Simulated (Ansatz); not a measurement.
# SbCl₃ (SMILES [Cl][Sb]([Cl])[Cl]): a rigid scan of the angle Cl3–Sb2–Cl4

How does the energy rise as the angle Cl3–Sb2–Cl4 leaves its equilibrium value, and do density functionals follow CCSD(T)? No other atom is relaxed.

Program: Ansatz 0.2.0, Gaussian basis. Level of theory: single points in def2-TZVPP. These are calculated values, not measurements.

Levels: PBE-D4, r2SCAN-D4, PBE0-D4, B3LYP-D4, wB97M-V, Hartree-Fock, MP2, CCSD, CCSD(T). The scan takes 67.6, 75.1, 82.6, 90.1, 97.6, 105.1, 112.6, 120.1, 127.6°.

Correlated methods freeze the cores. Filled d shells of the heavier atoms are correlated. Core potentials replace the inner electrons past krypton, and spin-orbit coupling is left out. B3LYP uses VWN-RPA correlation.

36 further runs of the same task are left out: 36 set aside as unsound or not needed.

### 1 Where the work starts

SMILES `[Cl][Sb]([Cl])[Cl]`, 4 atoms, charge 0, spin multiplicity 1.

Atoms are counted from 1 here; the program's logs count them from 0.

Bond lengths: Cl1–Sb2 2.396 Å, Sb2–Cl3 2.425 Å, Sb2–Cl4 2.373 Å. Angles: Cl1–Sb2–Cl3 92.1°, Cl1–Sb2–Cl4 93.6°, Cl3–Sb2–Cl4 92.7°.

Coordinates:

```mol
Cl3Sb
  3D, bonds by distance, orders not assigned

  4  3  0  0  0  0  0  0  0  0999 V2000
    0.4409    0.2810    1.9585 Cl  0  0
    0.9196   -0.2295   -0.3326 Sb  0  0
   -0.9806   -1.7274   -0.4880 Cl  0  0
   -0.3243    1.6156   -1.1583 Cl  0  0
  1  2  8  0
  2  3  8  0
  2  4  8  0
M  END
```

### 2 A first relaxation in a small basis

pre/in.yaml

```yaml
crystal:
  periodic: [false, false, false]
  atoms:
    - {symbol: Cl, position_ang: [0.440900, 0.281000, 1.958500]}
    - {symbol: Sb, position_ang: [0.919600, -0.229500, -0.332600]}
    - {symbol: Cl, position_ang: [-0.980600, -1.727400, -0.488000]}
    - {symbol: Cl, position_ang: [-0.324300, 1.615600, -1.158300]}
basis:
  gaussian: {orbitals: def2-SVP}
hamiltonian: {xc: pbe, dispersion: d4}
relax: {f_tol: 0.03, max_steps: 250}
```

No record of the launch command was kept for these runs.

The runs that follow: Finding the minimum; The minimum at every level; Cl3–Sb2–Cl4 = 67.6°; Cl3–Sb2–Cl4 = 75.1°; Cl3–Sb2–Cl4 = 82.6°; Cl3–Sb2–Cl4 = 90.1°; Cl3–Sb2–Cl4 = 97.6°; Cl3–Sb2–Cl4 = 105.1°; Cl3–Sb2–Cl4 = 112.6°; Cl3–Sb2–Cl4 = 120.1°; Cl3–Sb2–Cl4 = 127.6°.

Q: Predict the outcome of this session. Wanted: highest point, CCSD(T); lowest point, CCSD(T); minimum along the scan, CCSD(T); RMS deviation from CCSD(T); largest T1 diagnostic.

As calculated:

| quantity | value |
| --- | --- |
| highest point, CCSD(T) | 1304 meV at 67.6° |
| lowest point, CCSD(T) | 0 meV at 97.6° |
| minimum along the scan, CCSD(T) | 97.2° |
| curvature there | 1.53 meV/deg² |
| RMS deviation from CCSD(T) | PBE-D4 41, r2SCAN-D4 16, PBE0-D4 20, B3LYP-D4 20, wB97M-V 14, Hartree-Fock 82, MP2 13, CCSD 13 meV |
| largest T1 diagnostic | 0.013 |

In words: A polynomial through the near points puts the CCSD(T) minimum 0.4° below the PBE0-D4 value. Curvature against CCSD(T): PBE-D4 -13 %, Hartree-Fock +17 %. Best along the scan: CCSD. Worst: Hartree-Fock.
